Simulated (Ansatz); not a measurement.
# Sn3SbSe: the cost of one run

Computed with Ansatz 0.2.0 (DFT PBE, scalar-relativistic, plane waves, PAW, unless a step's input says otherwise).

1 further run of the same task is left out (it didn't finish).

## (1) The system as given

Symmetry: Pm-3m, No. 221, cubic system. The conventional cell has a = 5.402 Å, b = 5.402 Å, c = 5.402 Å, α = 90.00°, β = 90.00°, γ = 90.00°. Sn (site symmetry 4/mmm) is surrounded by 2 Se at 2.70 Å. Sb (site symmetry m-3m) is surrounded by 12 Sn at 3.82 Å. Around Se (site symmetry m-3m) lie 6 Sn at 2.70 Å.

Structure file:

```cif
data_structure
_symmetry_space_group_name_H-M 'P 1'
_symmetry_Int_Tables_number 1
_cell_length_a 5.4022
_cell_length_b 5.4022
_cell_length_c 5.4022
_cell_angle_alpha 90.000
_cell_angle_beta 90.000
_cell_angle_gamma 90.000
_cell_volume 157.66
loop_
_atom_site_label
_atom_site_type_symbol
_atom_site_fract_x
_atom_site_fract_y
_atom_site_fract_z
_atom_site_occupancy
Sn1 Sn 0.50000 0.00000 0.50000 1
Sn2 Sn 0.00000 0.50000 0.50000 1
Sn3 Sn 0.50000 0.50000 0.00000 1
Sb1 Sb 0.00000 0.00000 0.00000 1
Se1 Se 0.50000 0.50000 0.50000 1
```

Recipe of the guess: species swapped into a database cell of Sc3SnB (Pm-3m, No. 221), with Sn on the Sc sites, Sb on the Sn sites and Se on the B sites. Its size is a rough estimate.

## (2) Probe: one point on a coarse mesh

Input file input.yaml:

```yaml
crystal:
  lattice:
    - [5.40223165, 0.0, 0.0]
    - [0.0, 5.40223165, 0.0]
    - [0.0, 0.0, 5.40223165]
  atoms:
    - { symbol: Sn, position: [0.5, 0.0, 0.5] }
    - { symbol: Sn, position: [0.0, 0.5, 0.5] }
    - { symbol: Sn, position: [0.5, 0.5, 0.0] }
    - { symbol: Sb, position: [0.0, 0.0, 0.0] }
    - { symbol: Se, position: [0.5, 0.5, 0.5] }
basis:
  ecutwfc: 420
kpoints:
  mp_grid: { grid: [4, 4, 4] }
hamiltonian:
  xc: pbe
scf:
  occupations: { method: gaussian, width: 0.1 }
  lower_state_search: "off"
output:
  forces: true
  stress: true
  eigenvalues: true
```

Started as:

```console
ansatz run input.yaml --threads 1 --pin off --max-ram 2560MiB --backend cpu --events-out ev --progress --plain --runs-dir out
```

**Question.** How long does this run take on 1 thread of Arm Neoverse V2, shared host, and how much memory does it need?

About 4.4 s, with a peak of 0.42 GiB.
